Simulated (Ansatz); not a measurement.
**CH6Cl2FNSi2: up Jacob's ladder to CCSD(T)**

An exercise on one series of results from a longer session: the logs are not shown, and one member is left open.

Method: functionals in def2-TZVPP, the program's frozen cores in correlated methods; program: Ansatz 0.2.0, Gaussian basis.

Plan: PBE-D4, r2SCAN-D4, PBE0-D4, B3LYP-D4, ωB97X-V, ωB97M-V, B2PLYP; CCSD(T)/def2-TZVPP; MP2/def2-QZVPP; extrapolation to the limit.

## The geometry

An earlier PBE0-D4 in a triple-zeta def2 set relaxation fixed the geometry.

13 atoms, charge 0, spin multiplicity 1.

Atoms are counted from 1 here; the program's logs count them from 0.

Bond lengths: C1–Si2 1.849 Å, C1–H8 1.093 Å, C1–H9 1.092 Å, C1–H10 1.092 Å, Si2–F3 1.601 Å, Si2–N4 1.725 Å, Si2–H11 1.478 Å, N4–Si5 1.702 Å, N4–H12 1.012 Å, Si5–Cl6 2.049 Å, Si5–Cl7 2.040 Å, Si5–H13 1.473 Å. Angles: Si2–C1–H8 111.1°, Si2–C1–H9 110.7°, Si2–C1–H10 110.6°, H8–C1–H9 107.7°, H8–C1–H10 108.3°, H9–C1–H10 108.4°, C1–Si2–F3 107.5°, C1–Si2–N4 110.6°, C1–Si2–H11 114.2°, F3–Si2–N4 110.0°, F3–Si2–H11 107.1°, N4–Si2–H11 107.3°, Si2–N4–Si5 129.5°, Si2–N4–H12 116.4°, Si5–N4–H12 114.1°, N4–Si5–Cl6 112.2°, N4–Si5–Cl7 109.9°, N4–Si5–H13 110.1° and more.

Set-up of the first run:

File in.yaml:

```yaml
crystal:
  periodic: [false, false, false]
  atoms:
    - {symbol: C, position_ang: [-1.031122, 1.687675, -1.094887]}
    - {symbol: Si, position_ang: [0.290971, 0.930964, -0.046526]}
    - {symbol: F, position_ang: [0.610182, 1.956923, 1.140122]}
    - {symbol: N, position_ang: [-0.236435, -0.577448, 0.602665]}
    - {symbol: Si, position_ang: [0.635408, -2.020782, 0.833586]}
    - {symbol: Cl, position_ang: [0.890290, -3.060538, -0.913201]}
    - {symbol: Cl, position_ang: [2.498077, -1.601364, 1.551048]}
    - {symbol: H, position_ang: [-1.955017, 1.822628, -0.525773]}
    - {symbol: H, position_ang: [-0.719581, 2.668528, -1.460807]}
    - {symbol: H, position_ang: [-1.248629, 1.052011, -1.956321]}
    - {symbol: H, position_ang: [1.561726, 0.682217, -0.759685]}
    - {symbol: H, position_ang: [-1.213375, -0.640352, 0.857520]}
    - {symbol: H, position_ang: [-0.082496, -2.900461, 1.772258]}
basis:
  gaussian: {orbitals: def2-TZVPP}
hamiltonian: {xc: pbe, dispersion: d4}
output: {forces: true, orbitals: {seedname: orbitals}}
```

Run with:

```console
> ansatz run in.yaml --threads 2 --pin off --events-out ev --progress --plain --max-ram 32768MiB --backend cuda --devices 0, --max-vram 18GiB
```

Steps of the session up to this table: PBE-D4 (GGA); r2SCAN-D4 (meta-GGA); PBE0-D4 (hybrid); B3LYP-D4 (hybrid); ωB97X-V (range-separated); ωB97M-V (range-separated); B2PLYP (double hybrid); CCSD(T) in def2-TZVPP; MP2 in def2-QZVPP.

One table of the session follows, with a row left open; its other results are not shown here.

| method | atomisation energy (eV) |
| --- | --- |
| PBE-D4 | 50.176 |
| r2SCAN-D4 | 49.846 |
| PBE0-D4 | 49.567 |
| B3LYP-D4 | 49.527 |
| ωB97X-V | 50.065 |
| ωB97M-V | 50.049 |
| B2PLYP | 49.050 |
| HF/def2-TZVPP | 36.938 |
| MP2/def2-TZVPP | 49.437 |
| CCSD/def2-TZVPP | 47.635 |
| CCSD(T)/def2-TZVPP | ? |
| MP2/CBS | 50.993 |
| CCSD(T)/CBS | 49.907 |

**Question.** Estimate the row for CCSD(T)/def2-TZVPP.

The run gave: atomisation energy (eV): 48.350. In the column «atomisation energy (eV)» it lies between CCSD/def2-TZVPP (47.635) and B2PLYP (49.050).

To keep in mind: Free atoms (1 C, 2 Si, 1 F, 1 N, 2 Cl, 6 H) were run apart at each level; the atomisation energy is their sum less the molecule, without zero-point or spin-orbit terms.
